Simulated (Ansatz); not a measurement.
CH₅N₃Si, SMILES N#C[SiH](N)N, a geometry optimisation

Computed with Ansatz 0.2.0 through its Python package.

At the Python prompt:
```pycon
>>> import itertools
>>> import ansatz as az
>>> from ase.data import atomic_numbers, covalent_radii
>>> import numpy as np
>>> GEOMETRY = """
... N    -2.36800    2.00130   -0.12760
... C    -1.45200    1.29350   -0.23200
... Si    0.00290    0.12430   -0.40800
... N     1.30680    0.40770    0.62960
... N    -0.26360   -1.45250    0.14470
... H     0.54730    0.03400   -1.77340
... H     1.90860   -0.40950    0.56040
... H     1.85330    1.18720    0.27440
... H    -1.14970   -1.79050   -0.22170
... H    -0.38560   -1.39550    1.15350
... """
>>> ch5n3si = az.Crystal.molecule()
>>> for line in GEOMETRY.strip().splitlines():
...     symbol, *xyz = line.split()
...     ch5n3si = ch5n3si.atom(symbol, [float(v) for v in xyz])
...
>>> setup = ch5n3si.calculation().basis(gaussian="cc-pVDZ").functional("HF")
>>> symbols = [site.symbol for site in ch5n3si.cartesian_sites]
>>> start = np.array([site.position_ang for site in ch5n3si.cartesian_sites], dtype=float)
>>> def progress(event):
...     if event["event"] == "relax_step":
...         row = event["data"]
...         print(f"step {row['step']:3d}  E = {row['lagrangian_ev']:.6f} eV  largest force component {row['allowed_force_max_ev_ang']:.4f} eV/A")
...
>>> data = setup.relax(force_tolerance=0.01, max_steps=100).session().plan().execute(on_event=progress).report
step   1  E = -13418.152618 eV  largest force component 2.4655 eV/A
step   2  E = -13418.771600 eV  largest force component 0.6904 eV/A
step   3  E = -13418.856755 eV  largest force component 0.4627 eV/A
step   4  E = -13418.921391 eV  largest force component 0.4084 eV/A
step   5  E = -13418.906526 eV  largest force component 0.4707 eV/A
step   6  E = -13418.891028 eV  largest force component 1.3193 eV/A
step   7  E = -13418.951380 eV  largest force component 0.0907 eV/A
step   8  E = -13418.961464 eV  largest force component 0.1543 eV/A
step   9  E = -13418.962393 eV  largest force component 0.0643 eV/A
step  10  E = -13418.961977 eV  largest force component 0.1067 eV/A
step  11  E = -13418.962803 eV  largest force component 0.0151 eV/A
step  12  E = -13418.962828 eV  largest force component 0.0050 eV/A
>>> end = np.array(data["positions_ang"])
>>> print("reference energy %16.6f eV" % data["reference_energy_ev"])
reference energy    -13418.962828 eV
>>> print("total energy     %16.6f eV" % data["free_energy_ev"])
total energy        -13418.962828 eV
>>> print("occupied orbitals outside the frozen core (up, down):", data["n_occupied"], " frozen:", data["n_frozen"], " virtual:", data["n_virtual"])
occupied orbitals outside the frozen core (up, down): [23, 23]  frozen: 0  virtual: [76, 76]
>>> radius = [covalent_radii[atomic_numbers[s]] for s in symbols]
>>> span = lambda where, i, j: np.linalg.norm(where[i] - where[j])
>>> bonded = [(i, j) for i, j in itertools.combinations(range(len(symbols)), 2) if min(span(start, i, j), span(end, i, j)) < 1.2 * (radius[i] + radius[j])]
>>> print("pair        before    after (A)")
pair        before    after (A)
>>> for i, j in bonded:
...     print(f"{symbols[i]}{i}-{symbols[j]}{j}".ljust(10), f"{span(start, i, j):8.4f} {span(end, i, j):8.4f}")
...
N0-C1        1.1623   1.1402
C1-Si2       1.8748   1.8986
Si2-N3       1.6903   1.7185
Si2-N4       1.6920   1.7142
Si2-H5       1.4727   1.4790
N3-H6        1.0172   1.0029
N3-H7        1.0161   1.0026
N4-H8        1.0167   1.0025
N4-H9        1.0177   1.0031
>>> for first, second in list(itertools.combinations(bonded, 2)):
...     shared = set(first) & set(second)
...     if shared and symbols[(j := shared.pop())] != "H":
...         i, k = sorted((set(first) | set(second)) - {j})
...         u, v = end[i] - end[j], end[k] - end[j]
...         angle = np.degrees(np.arccos(np.clip(u @ v / np.linalg.norm(u) / np.linalg.norm(v), -1, 1)))
...         print(f"final angle {symbols[i]}{i}-{symbols[j]}{j}-{symbols[k]}{k}: {angle:.2f} deg")
...
final angle N0-C1-Si2: 179.28 deg
final angle C1-Si2-N3: 103.00 deg
final angle C1-Si2-N4: 114.30 deg
final angle C1-Si2-H5: 104.49 deg
final angle N3-Si2-N4: 109.30 deg
final angle N3-Si2-H5: 118.89 deg
final angle Si2-N3-H6: 119.15 deg
final angle Si2-N3-H7: 119.75 deg
final angle N4-Si2-H5: 107.05 deg
final angle Si2-N4-H8: 119.52 deg
final angle Si2-N4-H9: 119.61 deg
final angle H6-N3-H7: 111.06 deg
final angle H8-N4-H9: 111.02 deg
>>> charges = data["charge_distribution"]
>>> print("dipole moment", round(4.803205 * float(np.linalg.norm(charges["dipole_moment_e_ang"])), 3), "D")
dipole moment 4.1 D
>>> print("Mulliken:", [(s, round(q, 3)) for s, q in zip(symbols, charges["mulliken_charges_e"])])
Mulliken: [('N', -0.145), ('C', -0.272), ('Si', 0.897), ('N', -0.41), ('N', -0.422), ('H', -0.147), ('H', 0.123), ('H', 0.126), ('H', 0.125), ('H', 0.124)]
```

Reading the output:
- Total energies depend on the basis set; only differences at equal settings carry meaning.
- The end point is the stationary point reached from this start; no frequency run checks that it is a minimum, and the basis set is modest.
- Finished in 31 s on 1 thread of Arm Neoverse V1 (shared host), peak memory 0.26 GiB.

(Lines on the test bed's own set-up are left out of the output.)
